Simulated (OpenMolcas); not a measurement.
**Al: a chain of runs**

We compute a series of 9 runs (ROHF/cc-pVDZ, CASSCF(3,4)/cc-pVDZ, CASPT2(3,4)/cc-pVDZ, CASPT2[IPEA 0](3,4)/cc-pVDZ, SC-NEVPT2(3,4)/cc-pVDZ, PC-NEVPT2(3,4)/cc-pVDZ, MC-PDFT[tPBE](3,4)/cc-pVDZ, MC-PDFT[ftPBE](3,4)/cc-pVDZ, and more) of Al. 

Program for the calculation: OpenMolcas 26.06.

108 further runs of the same task are left out: 108 set aside as unsound or not needed.

## (1) A single-point energy at ROHF/cc-pVDZ (run 1)

Input file mol.xyz:

```xyz
1

Al     0.000000     0.000000     0.000000
```

Input file step1.input:

```
&GATEWAY
  BasLib=$CurrDir
  Coord=mol.xyz
  Basis=cc-pVDZ
  Group=NoSym

&SEWARD

&SCF
  UHF
  Spin=2
  PrOrbitals=1 1

&RASSCF
  FileOrb=$Project.UnaOrb
  Spin=2
  Nactel=1 0 0
  Inactive=6
  Ras2=1
  OutOrbitals=Canonical
  OrbListing=Nothing
```

The basis set cc-pVDZ is read from a file made from the Basis Set Exchange's data (not shown).

The run is started by

```
export MOLCAS_MEM=1860
pymolcas step1.input > step1.log
```

The log of the run:

```text
--- Start Module: gateway ---
[...]
--- Stop Module: gateway /rc=_RC_ALL_IS_WELL_ ---
[...]
      Basis functions           18
[...]
--- Start Module: scf ---
[...]
       Convergence after   8 Iterations
[...]
::    Total SCF energy                               -241.8735095887
[...]
      Total spin, S                                     0.5071954396
[...]
--- Stop Module: scf /rc=_RC_ALL_IS_WELL_ ---
--- Start Module: rasscf ---
[...]
      Number of active orbitals                  1
[...]
      Spin quantum number                      0.5
[...]
      Active orbitals                            1
[...]
      Number of CSFs                             1
[...]
      Number of root(s) required                 1
[...]
      Convergence after  8 iterations
[...]
      printout of CI-coefficients larger than  0.05 for root  1
      energy=    -241.870133
      conf/sym  1     Coeff  Weight
             1  u   1.00000 1.00000
      Natural orbitals and occupation numbers for root  1
      sym 1:   1.000000
      ************************************************************************************************************************
      *                                                    Final results                                                     *
[...]
::    RASSCF root number  1 Total energy:   -241.87013342
[...]
      Total electronic charge=   13.000000
      Total            charge=   -0.000000
[...]
      Dipole Moment (debye):
      Origin of the operator (angstrom)=    0.0000    0.0000    0.0000
                   X= -2.9145E-16               Y=  1.6176E-16               Z=  6.1344E-16           Total=  6.9816E-16
      Quadrupole Moment (debye*angstrom):
[...]
--- Stop Module: rasscf /rc=_RC_ALL_IS_WELL_ ---
[...]
```

Run time: 3.9 s. Hardware: 1 thread of Intel Xeon Platinum 8259CL at 2.50GHz (Skylake/Cascade Lake), shared host; peak memory 0.37 GiB.

## (2) The Al atom: the energy at CASSCF(3,4)/cc-pVDZ (run 2)

mol.xyz is that of step 1.

Input file step2.inp:

```
>>> EXPORT MOLCAS_PRINT=2

&GATEWAY
  BASLIB=$CurrDir
  COORD=mol.xyz
  BASIS=cc-pVDZ
  GROUP=NoSym

&SEWARD

&RASSCF
  FILEORB=$CurrDir/step1.RasOrb
  SPIN=2
  NACTEL=3 0 0
  INACTIVE=5
  RAS2=4
  ORBLISTING=Nothing
```

The basis set cc-pVDZ is read from a file made from the Basis Set Exchange's data (not shown).

The run is started by

```
export MOLCAS_MEM=1860
pymolcas step2.inp > step2.log
```

The log of the run:

```text
--- Start Module: gateway ---
[...]
--- Stop Module: gateway /rc=_RC_ALL_IS_WELL_ ---
--- Start Module: seward ---
[...]
      Basis functions           18
--- Stop Module: seward /rc=_RC_ALL_IS_WELL_ ---
[...]
--- Start Module: rasscf ---
[...]
      Number of active orbitals                  4
[...]
      Spin quantum number                      0.5
[...]
      Active orbitals                            4
[...]
      Number of CSFs                            20
[...]
      Number of root(s) required                 1
[...]
      Convergence after 10 iterations
[...]
      printout of CI-coefficients larger than  0.05 for root  1
      energy=    -241.894077
      conf/sym  1111     Coeff  Weight
             1  2u00  -0.97793 0.95634
            15  0u20  -0.14774 0.02183
            18  0u02  -0.14774 0.02183
      Natural orbitals and occupation numbers for root  1
      sym 1:   1.912689   1.000000   0.043656   0.043656
      ************************************************************************************************************************
      *                                                    Final results                                                     *
[...]
::    RASSCF root number  1 Total energy:   -241.89407664
[...]
      Total electronic charge=   13.000000
      Total            charge=   -0.000000
[...]
      Dipole Moment (debye):
      Origin of the operator (angstrom)=    0.0000    0.0000    0.0000
                   X=  3.9396E-16               Y=  2.7025E-16               Z= -3.0077E-15           Total=  3.0454E-15
      Quadrupole Moment (debye*angstrom):
[...]
--- Stop Module: rasscf /rc=_RC_ALL_IS_WELL_ ---
[...]
```

Wall time 2.6 s (1 thread of Intel Xeon Platinum 8259CL at 2.50GHz (Skylake/Cascade Lake), shared host); peak memory 0.37 GiB.

Runs 3 to 8 aren't shown in full; the table further down has their settings and results.

## (3) The Al atom: the energy at MRCI(3,4)/cc-pVDZ (run 9)

mol.xyz is that of step 2.

Input file step9.input:

```
* Al MRCI

&GATEWAY
  BasLib=$CurrDir
  Coord=mol.xyz
  Basis=cc-pVDZ
  Group=NoSym

&SEWARD

&RASSCF
  FileOrb=$CurrDir/step2.RasOrb
  Spin=2
  Nactel=3 0 0
  Inactive=5
  Ras2=4
  OrbListing=Nothing

&MOTRA
  LumOrb
  Frozen=5

&GUGA
  Electrons=3
  Spin=2
  Inactive=0
  Active=4
  CIAll=1

&MRCI
  SDCI
```

The basis set cc-pVDZ is read from a file made from the Basis Set Exchange's data (not shown).

Run the same way, it converges to -241.92146 Eh (log not shown).

## (4) Overview of the runs

| run | level | active rule | inactive | energy (Eh) | dipole moment (D) of the reference | wall time |
| --- | --- | --- | --- | --- | --- | --- |
| 1 | ROHF/cc-pVDZ | – | – | -241.870133 | 0.00 | 3.9 s |
| 2 | CASSCF(3,4)/cc-pVDZ | full valence | 5 | -241.894077 | 0.00 | 2.6 s |
| 3 | CASPT2(3,4)/cc-pVDZ | full valence | 5 | -241.910952 | 0.00 | 2.5 s |
| 4 | CASPT2[IPEA 0](3,4)/cc-pVDZ | full valence | 5 | -241.915234 | 0.00 | 2.6 s |
| 5 | SC-NEVPT2(3,4)/cc-pVDZ | full valence | 5 | -241.913188 | 0.00 | 2.3 s |
| 6 | PC-NEVPT2(3,4)/cc-pVDZ | full valence | 5 | -241.913281 | 0.00 | 2.3 s |
| 7 | MC-PDFT[tPBE](3,4)/cc-pVDZ | full valence | 5 | -242.219889 | 0.00 | 2.6 s |
| 8 | MC-PDFT[ftPBE](3,4)/cc-pVDZ | full valence | 5 | -242.277789 | 0.00 | 3.3 s |
| 9 | MRCI(3,4)/cc-pVDZ | full valence | 5 | -241.921464 | 0.00 | 2.7 s |

## (5) Results

| quantity | value |
| --- | --- |
| Al atom, run 9: total energy | -241.92146 Eh |
| Al atom, run 9: dipole moment (CASSCF density) | 0.00 D |

**Reading.** Below the ROHF energy at the same shape and in the same basis (cc-pVDZ): CASSCF(3,4) -23.9 mEh; CASPT2(3,4) -40.8 mEh; CASPT2[IPEA 0](3,4) -45.1 mEh; SC-NEVPT2(3,4) -43.1 mEh; PC-NEVPT2(3,4) -43.1 mEh; MRCI(3,4) -51.3 mEh. Active-space methods hold only the correlation inside their space unless a perturbation or CI step follows. All runs together took 25 s, the longest 3.9 s.
